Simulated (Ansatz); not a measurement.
# AlCl2H3OSi: up Jacob's ladder to CCSD(T)

An exercise on one series of results from a longer session: the logs are not shown, and one member is left open.

Computed with Ansatz 0.2.0, Gaussian basis. Level: functionals in def2-TZVPP, the program's frozen cores in correlated methods.

Levels to be run: LDA (SPW92), PBE-D4, revPBE-D4, BLYP-D4, r2SCAN-D4, B97M-V, PBE0-D4, B3LYP-D4, r2SCANh-D4, r2SCAN0-D4, HSE06-D4, BHLYP-D4, CAM-B3LYP-D4, LC-ωPBE, ωB97X-V, ωB97M-V, B2PLYP, PBE-QIDH; CCSD(T)/def2-SVP; CCSD(T)/def2-TZVPP; MP2/def2-QZVPP; extrapolation to the limit; RPA on PBE.

### The relaxed structure

The geometry comes from an earlier relaxation with PBE0-D4 in a triple-zeta def2 set; it is a stationary point, not always the lowest conformer.

SMILES `[SiH3][O][Al]([Cl])[Cl]`, 8 atoms, charge 0, spin multiplicity 1.

Atoms are counted from 1 here; the program's logs count them from 0.

Bond lengths: Si1–O2 1.630 Å, Si1–H6 1.485 Å, Si1–H7 1.485 Å, Si1–H8 1.485 Å, O2–Al3 1.659 Å, Al3–Cl4 2.073 Å, Al3–Cl5 2.073 Å. Angles: O2–Si1–H6 109.8°, O2–Si1–H7 109.4°, O2–Si1–H8 109.8°, H6–Si1–H7 109.3°, H6–Si1–H8 109.2°, H7–Si1–H8 109.3°, Si1–O2–Al3 179.7°, O2–Al3–Cl4 120.3°, O2–Al3–Cl5 120.3°, Cl4–Al3–Cl5 119.4°.

Set-up of the first run:

in.yaml reads:

```yaml
crystal:
  periodic: [false, false, false]
  atoms:
    - {symbol: Si, position_ang: [0.040701, -0.861646, 1.239182]}
    - {symbol: O, position_ang: [0.013407, 0.057988, -0.106107]}
    - {symbol: Al, position_ang: [-0.022839, 0.997646, -1.472439]}
    - {symbol: Cl, position_ang: [-0.792791, 0.241625, -3.242084]}
    - {symbol: Cl, position_ang: [0.702594, 2.938709, -1.426946]}
    - {symbol: H, position_ang: [-0.074054, 0.003385, 2.441156]}
    - {symbol: H, position_ang: [1.319356, -1.615322, 1.295727]}
    - {symbol: H, position_ang: [-1.094274, -1.819484, 1.215611]}
basis:
  gaussian: {orbitals: def2-TZVPP}
hamiltonian: {xc: lda}
output: {orbitals: {seedname: orbitals}}
```

Among the steps run: LDA; PBE-D4 (GGA); revPBE-D4 (GGA); BLYP-D4 (GGA); r2SCAN-D4 (meta-GGA); B97M-V (meta-GGA); PBE0-D4 (hybrid); B3LYP-D4 (hybrid); r2SCANh-D4 (hybrid); r2SCAN0-D4 (hybrid); HSE06-D4 (hybrid); BHLYP-D4 (hybrid); CAM-B3LYP-D4 (range-separated); LC-ωPBE-D4 (range-separated; the results give it without D4); ωB97X-V (range-separated); ωB97M-V (range-separated); B2PLYP (double hybrid); PBE-QIDH (double hybrid).

One table of the session follows, with a row left open; its other results are not shown here.

It belongs to the step «Frontier levels by functional». 

| functional | HOMO (eV) | gap (eV) |
| --- | --- | --- |
| LDA (SPW92) | -7.66 | 5.39 |
| PBE-D4 | -7.55 | 5.58 |
| revPBE-D4 | -7.51 | 5.69 |
| BLYP-D4 | ? | ? |
| r2SCAN-D4 | -7.92 | 6.40 |
| B97M-V | -8.00 | 6.24 |
| PBE0-D4 | -8.99 | 7.89 |
| B3LYP-D4 | -8.75 | 7.38 |
| r2SCANh-D4 | -8.45 | 7.20 |
| r2SCAN0-D4 | -9.24 | 8.39 |
| HSE06-D4 | -8.59 | 7.11 |
| BHLYP-D4 | -10.34 | 10.05 |
| CAM-B3LYP-D4 | -10.40 | 10.23 |
| LC-ωPBE | -11.79 | 12.90 |
| ωB97X-V | -11.44 | 12.32 |
| ωB97M-V | -11.27 | 11.85 |

Estimate the missing values for BLYP-D4.

Worked estimate for «HOMO (eV)». Against the share of exact exchange, B3LYP-D4 (0.2, -8.75), BHLYP-D4 (0.5, -10.34) give a slope of -5.30 per unit share; at 0 the line stands at -7.69.

**Answer.** HOMO (eV): -7.43; gap (eV): 5.56. In «HOMO (eV)» the line misses by -0.26.
